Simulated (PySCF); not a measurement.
# Towards the basis-set limit for GaO−

An exercise on one series of results from a longer session: the logs are not shown, and one member is left open.

Computed with PySCF 2.14.0. Level: CCSD(T) on RHF, scalar-relativistic core potentials.

2 further runs of the same task are left out: 2 set aside as unsound or not needed.

Set-up of the first run:

| Property | Result |
| --- | --- |
| molecule | GaO− |
| state | singlet, unpaired electrons none |
| smaller basis | Ga aug-cc-pwCVDZ-PP with ECP10, O aug-cc-pVDZ |
| larger basis | Ga aug-cc-pwCVTZ-PP with ECP10, O aug-cc-pVTZ |
| frozen core orbitals | 5 |
| extrapolation | correlation as n⁻³ (n = 2, 3), Hartree–Fock as (n+1)·exp(−9√n) |
| corrections | core–valence correlation |
| distances (Å) | 1.5273, 1.5968, 1.6662, 1.7356, 1.8050, 1.8918, 1.9786 |
| masses (u) | 68.9256, 15.9949 |
| dissociation limit | Ga + O− |

Command:

```bash
$ OMP_NUM_THREADS=4 python comp.py task.json out
```

Among the steps run: Coupled cluster at each distance.

One table of the session follows, with a row left open; its other results are not shown here.

| level | Re (Å) | ωe (cm⁻¹) | ωexe (cm⁻¹) | αe (cm⁻¹) | De (eV) |
| --- | --- | --- | --- | --- | --- |
| CCSD(T), smaller basis | 1.7235 | 771.7 | 4.21 | 0.00338 | 5.262 |
| CCSD(T), larger basis | 1.7139 | 793.3 | 4.15 | 0.00327 | 5.453 |
| HF/CBS | ? | ? | ? | ? | ? |
| MP2/CBS | 1.7168 | 776.2 | 3.99 | 0.00332 | 6.049 |
| CCSD/CBS | 1.6977 | 837.6 | 3.82 | 0.00304 | 5.197 |
| CCSD(T)/CBS | 1.7115 | 797.8 | 4.15 | 0.00326 | 5.520 |
| CCSD(T)/CBS+CV | 1.7108 | 798.3 | 4.16 | 0.00327 | 5.522 |

Estimate the missing values for HF/CBS.

**Answer.** Re (Å): 1.6803; ωe (cm⁻¹): 903.0; ωexe (cm⁻¹): 3.72; αe (cm⁻¹): 0.00282; De (eV): 3.399. In the column «Re (Å)» it is the lowest.

An extrapolation from double and triple zeta is rough, so this isn't yet the limit.
